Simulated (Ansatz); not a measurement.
The system is HPbNO4.

```
CELL_PARAMETERS angstrom
3.85404 0.14384 0.09012
-0.25320 5.52698 0.16471
-0.48197 -1.92720 5.72025
ATOMIC_POSITIONS crystal
H 0.10913 0.65718 0.54463
Pb 0.61029 0.52127 0.15100
N 0.91580 0.96263 0.95867
O 0.01384 0.13639 0.88084
O 0.72398 0.01057 0.12858
O 0.00389 0.73732 0.87043
O 0.11927 0.59324 0.37651
```

The cell was built by a generator and needn't be a form met in nature.

```yaml
Program: Ansatz 0.2.0
Task: relaxation of cell and atoms
Functional: RPBE
Potentials_or_basis: Ansatz PAW
Cutoff: "420 eV (not typed: the program's choice for these potentials)"
k_mesh: 5 × 4 × 4
Occupations: fermi-dirac, width 0.05 eV
Spin: no spin polarisation
```

At the start: volume 17.65 Å³/atom.

**Question.** How do energy, volume and symmetry change on relaxing?

**Answer.** It ends after 29 steps and the volume is 19.66 Å³/atom (+11.4 %); space group P1 (No. 1, to 0.05 Å).

The path:
```csv
step,energy change (eV),largest force (eV/Å),volume (Å³)
1,0.0000,0.3668,123.55
2,0.0130,0.2766,134.49
3,-0.0140,0.4209,131.00
4,-0.0188,0.1461,131.20
5,-0.0192,0.0399,131.34
6,-0.0192,0.0218,131.38
7,-0.0192,0.0201,131.41
8,-0.0193,0.0122,131.39
9,-0.0194,0.0052,131.37
10,-0.0493,0.0080,131.37
11,-0.0470,0.0730,133.00
12,-0.0430,0.0834,134.96
13,-0.0431,0.0700,134.94
14,-0.0415,0.1216,135.51
15,-0.0425,0.0282,135.34
16,-0.0421,0.0308,135.47
17,-0.0421,0.0299,135.48
18,-0.0422,0.0194,135.47
19,-0.0421,0.0029,135.49
20,-0.0557,0.0032,135.49
21,-0.0541,0.0541,136.25
22,-0.0536,0.0647,136.45
23,-0.0524,0.0114,136.88
24,-0.0525,0.0079,136.86
25,-0.0568,0.0083,136.86
26,-0.0555,0.0238,137.40
27,-0.0550,0.0201,137.56
28,-0.0549,0.0072,137.60
29,-0.0573,0.0074,137.60
```

Final structure:
```cif
data_structure
_symmetry_space_group_name_H-M 'P 1'
_symmetry_Int_Tables_number 1
_cell_length_a 4.0070
_cell_length_b 5.6597
_cell_length_c 6.2902
_cell_angle_alpha 104.988
_cell_angle_beta 92.299
_cell_angle_gamma 91.334
_cell_volume 137.60
loop_
_atom_site_label
_atom_site_type_symbol
_atom_site_fract_x
_atom_site_fract_y
_atom_site_fract_z
_atom_site_occupancy
H1 H 0.11651 0.65928 0.52951 1
Pb1 Pb 0.64241 0.52258 0.16286 1
N1 N 0.90263 0.96223 0.96054 1
O1 O 0.99621 0.13718 0.88523 1
O2 O 0.72430 0.00314 0.13084 1
O3 O 0.98116 0.74402 0.87053 1
O4 O 0.13298 0.59017 0.37114 1
```

Caveat: the plane-wave basis is chosen anew once the cell has moved, so the energies of steps on either side of that aren't comparable; the pressure holds a Pulay correction of +0.4 GPa for the finite cutoff; the PAW data sets come from PBE, with cores solved anew for the run's functional, which leaves a small shift of forces and pressure.
